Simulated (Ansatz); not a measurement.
# CH6O4Ti: up Jacob's ladder to CCSD(T)

The task here is to estimate one member of a computed series from the others.

Computed with Ansatz 0.2.0, Gaussian basis. Level: functionals in def2-TZVPP, the program's frozen cores in correlated methods.

The runs, in order: LDA (SPW92), PBE-D4, revPBE-D4, BLYP-D4, r2SCAN-D4, B97M-V, PBE0-D4, B3LYP-D4, r2SCANh-D4, r2SCAN0-D4, HSE06-D4, BHLYP-D4, CAM-B3LYP-D4, LC-ωPBE, ωB97X-V, ωB97M-V, B2PLYP, PBE-QIDH; CCSD(T)/def2-SVP; MP2/def2-TZVPP; MP2/def2-QZVPP; RPA on PBE.

**The geometry**

All runs share one geometry, relaxed beforehand with PBE0-D4 in a triple-zeta def2 set.

12 atoms, charge 0, spin multiplicity 1.

Atoms are counted from 1 here; the program's logs count them from 0.

Bond lengths: C1–O2 1.392 Å, C1–H7 1.095 Å, C1–H8 1.095 Å, C1–H9 1.095 Å, O2–Ti3 1.773 Å, Ti3–O4 1.812 Å, Ti3–O5 1.804 Å, Ti3–O6 1.805 Å, O4–H10 0.958 Å, O5–H11 0.957 Å, O6–H12 0.958 Å. Angles: O2–C1–H7 110.0°, O2–C1–H8 109.9°, O2–C1–H9 111.1°, H7–C1–H8 108.5°, H7–C1–H9 108.7°, H8–C1–H9 108.7°, C1–O2–Ti3 148.9°, O2–Ti3–O4 107.9°, O2–Ti3–O5 110.6°, O2–Ti3–O6 110.1°, O4–Ti3–O5 111.1°, O4–Ti3–O6 109.7°, O5–Ti3–O6 107.5°, Ti3–O4–H10 128.0°, Ti3–O5–H11 131.7°, Ti3–O6–H12 129.1°.

As a file:

```
C    -0.1793   -1.4283    1.6352
O     0.0988   -0.9032    0.3761
Ti    0.2183    0.5108   -0.6870
O     1.9654    0.7457   -1.1047
O    -0.7774    0.2747   -2.1732
O    -0.4072    1.9775    0.1589
H     0.7367   -1.8232    2.0861
H    -0.9027   -2.2455    1.5477
H    -0.5949   -0.6621    2.2985
H     2.3673    1.4814   -1.5683
H    -1.2618   -0.4828   -2.5008
H    -1.1864    2.4998   -0.0345
```

The first run:

Input file in.yaml:

```yaml
crystal:
  periodic: [false, false, false]
  atoms:
    - {symbol: C, position_ang: [-0.179286, -1.428325, 1.635235]}
    - {symbol: O, position_ang: [0.098823, -0.903188, 0.376086]}
    - {symbol: Ti, position_ang: [0.218297, 0.510760, -0.686974]}
    - {symbol: O, position_ang: [1.965403, 0.745722, -1.104661]}
    - {symbol: O, position_ang: [-0.777358, 0.274745, -2.173198]}
    - {symbol: O, position_ang: [-0.407232, 1.977487, 0.158854]}
    - {symbol: H, position_ang: [0.736688, -1.823160, 2.086095]}
    - {symbol: H, position_ang: [-0.902682, -2.245536, 1.547704]}
    - {symbol: H, position_ang: [-0.594868, -0.662138, 2.298481]}
    - {symbol: H, position_ang: [2.367315, 1.481438, -1.568316]}
    - {symbol: H, position_ang: [-1.261806, -0.482848, -2.500805]}
    - {symbol: H, position_ang: [-1.186394, 2.499844, -0.034498]}
basis:
  gaussian: {orbitals: def2-TZVPP}
hamiltonian: {xc: lda}
output: {orbitals: {seedname: orbitals}}
```

Started as:

```console
ansatz run in.yaml --threads 4 --pin off --events-out ev --progress --plain --max-ram 11315MiB
```

Among the steps run: LDA; PBE-D4 (GGA); revPBE-D4 (GGA); BLYP-D4 (GGA); r2SCAN-D4 (meta-GGA); B97M-V (meta-GGA); B3LYP-D4 (hybrid); r2SCANh-D4 (hybrid); r2SCAN0-D4 (hybrid); HSE06-D4 (hybrid); BHLYP-D4 (hybrid); CAM-B3LYP-D4 (range-separated); LC-ωPBE (range-separated); ωB97X-V (range-separated); ωB97M-V (range-separated); B2PLYP (double hybrid); PBE-QIDH (double hybrid).

One of the session's tables, all rows but one given; the rest of the session is left out.

It belongs to the step «Frontier levels by functional». 

```
  functional  HOMO (eV)  gap (eV)
 LDA (SPW92)      -6.86      4.56
      PBE-D4      -6.70      4.62
   revPBE-D4      -6.63      4.63
     BLYP-D4      -6.62      4.60
   r2SCAN-D4      -7.03      5.05
      B97M-V      -7.14      5.14
     PBE0-D4      -8.27      7.19
    B3LYP-D4      -8.04      6.65
  r2SCANh-D4      -7.62      6.03
  r2SCAN0-D4          ?         ?
    HSE06-D4      -7.87      6.40
    BHLYP-D4      -9.81      9.89
CAM-B3LYP-D4      -9.74      9.77
     LC-ωPBE     -11.06     12.29
     ωB97X-V     -10.73     11.93
     ωB97M-V     -10.67     11.62
```

**Question.** Estimate the row for r2SCAN0-D4.

Worked estimate for «HOMO (eV)». Against the share of exact exchange, r2SCAN-D4 (0, -7.03), r2SCANh-D4 (0.1, -7.62) give a slope of -5.90 per unit share; at 0.25 the line stands at -8.50.

As computed: HOMO (eV): -8.51; gap (eV): 7.52. In «HOMO (eV)» the line misses by +0.01.
